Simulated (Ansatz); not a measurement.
# CH₅FN₂Si: one species, many methods

One table from this session's results is given with a row withheld; the runs are named, their logs left out.

Computed with Ansatz 0.2.0, Gaussian basis. Level: functionals in def2-TZVPP, the program's frozen cores in correlated methods.

Plan: LDA (SPW92), PBE-D4, revPBE-D4, BLYP-D4, r2SCAN-D4, B97M-V, PBE0-D4, B3LYP-D4, r2SCANh-D4, r2SCAN0-D4, HSE06-D4, BHLYP-D4, CAM-B3LYP-D4, LC-ωPBE, ωB97X-V, ωB97M-V, B2PLYP, PBE-QIDH; CCSD(T)/def2-SVP; CCSD(T)/def2-TZVPP; MP2/def2-QZVPP; extrapolation to the limit; RPA on PBE.

**The geometry**

All runs share one geometry, relaxed beforehand with PBE0-D4 in a triple-zeta def2 set.

SMILES `N=C[SiH](N)F`, 10 atoms, charge 0, spin multiplicity 1.

Atoms are counted from 1 here; the program's logs count them from 0.

Bond lengths: N1–C2 1.270 Å, N1–H6 1.024 Å, C2–Si3 1.881 Å, C2–H7 1.097 Å, Si3–N4 1.693 Å, Si3–F5 1.607 Å, Si3–H8 1.480 Å, N4–H9 1.007 Å, N4–H10 1.006 Å. Angles: C2–N1–H6 110.7°, N1–C2–Si3 124.7°, N1–C2–H7 116.1°, Si3–C2–H7 119.2°, C2–Si3–N4 109.4°, C2–Si3–F5 103.5°, C2–Si3–H8 114.8°, N4–Si3–F5 115.1°, N4–Si3–H8 107.9°, F5–Si3–H8 106.4°, Si3–N4–H9 122.3°, Si3–N4–H10 122.0°, H9–N4–H10 112.0°.

Geometry (Å):

```mol
CH5FN2Si
  3D, bonds by distance, orders not assigned

 10  9  0  0  0  0  0  0  0  0999 V2000
    0.1716    1.7482    1.4993 N   0  0
    0.4618    0.5608    1.1533 C   0  0
   -0.4985   -0.4535   -0.1072 Si  0  0
    0.5455   -0.9431   -1.3470 N   0  0
   -1.6788    0.5369   -0.5630 F   0  0
   -0.6649    2.0740    1.0075 H   0  0
    1.3471    0.1216    1.6303 H   0  0
   -1.1553   -1.6619    0.4389 H   0  0
    1.2316   -0.3255   -1.7485 H   0  0
    0.3231   -1.7089   -1.9608 H   0  0
  1  2  8  0
  2  3  8  0
  3  4  8  0
  3  5  8  0
  1  6  8  0
  2  7  8  0
  3  8  8  0
  4  9  8  0
  4 10  8  0
M  END
```

The first run:

in.yaml

```yaml
crystal:
  periodic: [false, false, false]
  atoms:
    - {symbol: N, position_ang: [0.171567, 1.748200, 1.499316]}
    - {symbol: C, position_ang: [0.461808, 0.560815, 1.153280]}
    - {symbol: Si, position_ang: [-0.498478, -0.453524, -0.107176]}
    - {symbol: N, position_ang: [0.545495, -0.943058, -1.346974]}
    - {symbol: F, position_ang: [-1.678752, 0.536855, -0.562998]}
    - {symbol: H, position_ang: [-0.664918, 2.074038, 1.007497]}
    - {symbol: H, position_ang: [1.347053, 0.121645, 1.630340]}
    - {symbol: H, position_ang: [-1.155302, -1.661871, 0.438870]}
    - {symbol: H, position_ang: [1.231553, -0.325511, -1.748499]}
    - {symbol: H, position_ang: [0.323072, -1.708890, -1.960756]}
basis:
  gaussian: {orbitals: def2-TZVPP}
hamiltonian: {xc: lda}
output: {orbitals: {seedname: orbitals}}
```

Among the steps run: LDA; PBE-D4 (GGA); revPBE-D4 (GGA); BLYP-D4 (GGA); r2SCAN-D4 (meta-GGA); B97M-V (meta-GGA); PBE0-D4 (hybrid); B3LYP-D4 (hybrid); r2SCANh-D4 (hybrid); r2SCAN0-D4 (hybrid); HSE06-D4 (hybrid); BHLYP-D4 (hybrid); CAM-B3LYP-D4 (range-separated); LC-ωPBE (range-separated); ωB97X-V (range-separated); ωB97M-V (range-separated); B2PLYP (double hybrid); PBE-QIDH (double hybrid).

One of the session's tables, all rows but one given; the rest of the session is left out.

It belongs to the step «Frontier levels by functional». 

```
  functional  HOMO (eV)  gap (eV)
 LDA (SPW92)      -5.90      3.44
      PBE-D4      -5.82      3.60
   revPBE-D4      -5.77      3.65
     BLYP-D4      -5.73      3.66
   r2SCAN-D4      -6.11      4.07
      B97M-V      -6.29      4.30
     PBE0-D4      -7.29      6.14
    B3LYP-D4      -7.07      5.68
  r2SCANh-D4      -6.65      5.02
  r2SCAN0-D4      -7.48      6.44
    HSE06-D4      -6.88      5.34
    BHLYP-D4      -8.71      8.69
CAM-B3LYP-D4          ?         ?
     LC-ωPBE     -10.05     11.30
     ωB97X-V      -9.73     10.87
     ωB97M-V      -9.62     10.61
```

Q: Estimate the row for CAM-B3LYP-D4 from the others.

As computed: HOMO (eV): -8.72; gap (eV): 8.75. In the column «HOMO (eV)» it lies between ωB97M-V (-9.62) and BHLYP-D4 (-8.71).
